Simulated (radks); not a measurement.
# Excited configurations of W⁺

The task here is to estimate one member of a computed series from the others.

Program: radks (a radial shooting solver on a logarithmic mesh, Libxc functionals) version 1. Level of theory: scalar-relativistic Kohn-Sham, PBE, spin-polarised, spherical densities, finite nucleus; open shells are filled with parallel spins first. These are calculated values, not measurements, unless marked.

### Starting point

| Property | Result |
| --- | --- |
| element | tungsten (Z = 74) |
| charge | +1 |
| electrons | 73 |
| configuration | [Xe] 4f14 5d4 6s1 |
| nuclear rms radius | 5.3658 fm |

The outer shells:

W⁺
```
[Xe] core
4f [↑↓][↑↓][↑↓][↑↓][↑↓][↑↓][↑↓]
5d [↑ ][↑ ][↑ ][↑ ][  ]
6s [↑ ]
```

Set-up of the first run:

Input:

```text
Z 74
configuration [Xe] 4f14 5d4 6s1
relativity scalar-relativistic
functional pbe,pbe
spin polarised
nucleus finite rms 5.3658 fm
c 137.035999084
```

Steps of the session up to this table: Ground configuration: [Xe] 4f14 5d4 6s1.

One of the session's tables, all rows but one given; the rest of the session is left out.

It belongs to the step «Ground configuration: [Xe] 4f14 5d4 6s1». Sizes of the orbitals, from the radial functions (bohr):

```
  level     <r>  outermost maximum (interpolated)  90 % within  nodes
5s down   1.063                             0.960         1.53      4
  5p up   1.256                              1.10         1.84      3
5p down   1.242                              1.09         1.82      3
  4f up  0.6103                             0.429         1.01      0
4f down  0.6052                             0.429         1.00      0
  6s up       ?                                 ?            ?      ?
  5d up   1.951                              1.50         3.06      2
5d down   1.948                              1.47         3.07      2
```

Estimate the missing values for 6s up.

**Answer.** <r>: 2.900; outermost maximum (interpolated): 2.53; 90 % within: 4.22; nodes: 5. In the column «<r>» it is the highest.

Caveats from the session: Open shells are spherical and high-spin; term and fine-structure splittings are not resolved.
